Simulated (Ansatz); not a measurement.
# AlCl2F (SMILES [F][Al]([Cl])[Cl]): BLYP/def2-SVPD

Aim: the electronic atomisation energy of AlCl2F at BLYP/def2-SVPD, from 4 runs. 

The calculation is run with Ansatz 0.2.0.

41 further runs of the same task are left out: 41 set aside as unsound or not needed.

## (1) Starting point

The species is AlCl2F (4 atoms), meant as a singlet with charge 0. As SMILES, `[F][Al]([Cl])[Cl]`. Geometry: relaxed at PBE0-D4/def2-TZVP.

Bond lengths: F1–Al2 1.633 Å, Al2–Cl3 2.065 Å, Al2–Cl4 2.065 Å. Angles: F1–Al2–Cl3 119.2°, F1–Al2–Cl4 119.2°, Cl3–Al2–Cl4 121.5°.

## (2) A single-point energy at BLYP/def2-SVPD

Contents of molecule.yaml:

```yaml
basis:
  gaussian:
    orbitals: def2-SVPD
crystal:
  periodic: [false, false, false]
  atoms:
    - symbol: F
      position_ang: [0.087420, 0.388220, 1.682350]
    - symbol: Al
      position_ang: [0.004800, 0.021530, 0.093600]
    - symbol: Cl
      position_ang: [1.223040, -1.463690, -0.663450]
    - symbol: Cl
      position_ang: [-1.315270, 1.053930, -1.112510]
total_charge: 0
hamiltonian:
  xc: {name: BLYP}
accuracy: high
output:
  orbitals: {seedname: orbitals}
```

Command:

```
$ ansatz run molecule.yaml --threads 1 --pin off --max-ram 3480MiB --events-out events.jsonl --progress --plain --runs-dir runs
```

Standard output:

```text
Warning: RAYON_NUM_THREADS=1 ignored (pool sized by the plan → 1); use --threads N
Functional definition: BLYP
  name "BLYP"
  parameter beta = 0.0042
  parameter a = 0.04918
  parameter b = 0.132
  parameter c = 0.2533
  parameter d = 0.349
  exchange = b88_x(beta = beta)
  correlation = lyp_c(a = a, b = b, c = c, d = d)
1837 factors; integrals over basis functions are off by at most 3.0e-9 eV
mean field evaluation 1: about -34349.3575 eV, gradient 4.6e1 eV
mean field evaluation 2: about -34329.3176 eV, gradient 1.2e2 eV
mean field evaluation 4: about -34353.0202 eV, gradient 5.2e0 eV
mean field evaluation 8: about -34353.0800 eV, gradient 3.7e-1 eV
mean field evaluation 16: about -34353.0802 eV, gradient 1.6e-5 eV
mean field -34353.08022285 eV, -1262.4524128358 hartree, gradient 2.8e-8 eV, S^2 0.000000; 0 other end points of the search recorded, 0 dependent functions left out
reference -34353.08026797 eV, -1262.4524144938 hartree; 28, 28 occupied and 73, 73 virtual orbitals, 1837 factors
Total energy: -34353.08026797 eV, -1262.4524144938 hartree
```

It took 4.5 s on 1 thread of Intel Xeon Platinum 8375C at 2.90GHz (Ice Lake), shared host; peak memory 0.26 GiB.

## (3) The Al atom, same level

Contents of in.yaml:

```yaml
crystal:
  periodic: [false, false, false]
  atoms:
    - {symbol: Al, position_ang: [0.000000, 0.000000, 0.000000]}
basis:
  gaussian:
    orbitals: def2-SVPD
magnetization:
  spin_polarized: true
  initial_magnetization: 1
hamiltonian:
  xc: {name: BLYP}
accuracy: high
```

Run the same way, it converges to -242.28785 Eh (log not shown).

## (4) The Cl atom

Contents of job.yaml:

```yaml
crystal:
  periodic: [false, false, false]
  atoms:
    - {symbol: Cl, position_ang: [0.000000, 0.000000, 0.000000]}
basis:
  gaussian:
    orbitals: def2-SVPD
accuracy: high
hamiltonian:
  xc: {name: BLYP}
magnetization:
  spin_polarized: true
  initial_magnetization: 1
```

Command:

```
$ ansatz run job.yaml --threads 1 --pin off --max-ram 3480MiB --events-out events.jsonl --progress --plain --runs-dir runs
```

Standard output, shortened:

```text
Warning: RAYON_NUM_THREADS=1 ignored (pool sized by the plan → 1); use --threads N
[... 9 set-up lines as earlier in the session ...]
222 factors; integrals over basis functions are off by at most 2.5e-9 eV
mean field evaluation 1: about -12517.1085 eV, gradient 3.7e0 eV
mean field evaluation 2: about -12517.1579 eV, gradient 2.7e0 eV
mean field evaluation 4: about -12517.1932 eV, gradient 4.1e-1 eV
mean field evaluation 8: about -12517.1938 eV, gradient 2.4e-3 eV
mean field evaluation 16: about -12517.1938 eV, gradient 2.2e-8 eV
mean field evaluation 32: about -12517.1935 eV, gradient 1.5e-1 eV
mean field -12517.19378074 eV, -459.9983869834 hartree, gradient 3.9e-8 eV, S^2 0.751704; 2 other end points of the search recorded, 0 dependent functions left out
reference -12517.19381124 eV, -459.9983881043 hartree; 9, 8 occupied and 18, 19 virtual orbitals, 222 factors
Total energy: -12517.19381124 eV, -459.9983881043 hartree
```

It took 0.89 s on 1 thread of Intel Xeon Platinum 8375C at 2.90GHz (Ice Lake), shared host.

## (5) The F atom at the same level

Contents of job.yaml:

```yaml
crystal:
  periodic: [false, false, false]
  atoms:
    - {symbol: F, position_ang: [0.000000, 0.000000, 0.000000]}
basis:
  gaussian:
    orbitals: def2-SVPD
magnetization:
  spin_polarized: true
  initial_magnetization: 1
hamiltonian:
  xc: {name: BLYP}
accuracy: high
```

Command:

```
$ ansatz run job.yaml --threads 1 --pin off --max-ram 3480MiB --events-out events.jsonl --progress --plain --runs-dir runs
```

Standard output, shortened:

```text
Warning: RAYON_NUM_THREADS=1 ignored (pool sized by the plan → 1); use --threads N
[... 9 set-up lines as earlier in the session ...]
194 factors; integrals over basis functions are off by at most 1.8e-9 eV
mean field evaluation 1: about -2711.3614 eV, gradient 5.7e0 eV
mean field evaluation 2: about -2711.3571 eV, gradient 5.9e0 eV
mean field evaluation 4: about -2711.4638 eV, gradient 6.8e-3 eV
mean field evaluation 8: about -2711.4638 eV, gradient 1.1e-5 eV
mean field evaluation 16: about -2711.4636 eV, gradient 1.5e-1 eV
mean field evaluation 32: about -2711.4638 eV, gradient 4.2e-4 eV
mean field -2711.46384451 eV, -99.6444583895 hartree, gradient 1.7e-8 eV, S^2 0.751280; 2 other end points of the search recorded, 0 dependent functions left out
reference -2711.46387686 eV, -99.6444595783 hartree; 5, 4 occupied and 18, 19 virtual orbitals, 194 factors
Total energy: -2711.46387686 eV, -99.6444595783 hartree
```

It took 0.45 s on 1 thread of Intel Xeon Platinum 8375C at 2.90GHz (Ice Lake), shared host.

## (6) What came out

At BLYP/def2-SVPD:

```
                     quantity           value
       molecule: total energy  -1262.45241 Eh
        molecule: HOMO energy        -8.13 eV
        molecule: LUMO energy        -2.33 eV
      molecule: HOMO–LUMO gap         5.80 eV
        Al atom: total energy   -242.28785 Eh
                Al atom: ⟨S²⟩           0.753
        Cl atom: total energy   -459.99839 Eh
                Cl atom: ⟨S²⟩           0.752
         F atom: total energy    -99.64446 Eh
                 F atom: ⟨S²⟩           0.751
electronic atomisation energy       14.241 eV
```

Taking the molecule apart into free atoms costs 14.24 eV (1374 kJ/mol), before zero-point energy and without spin-orbit coupling.
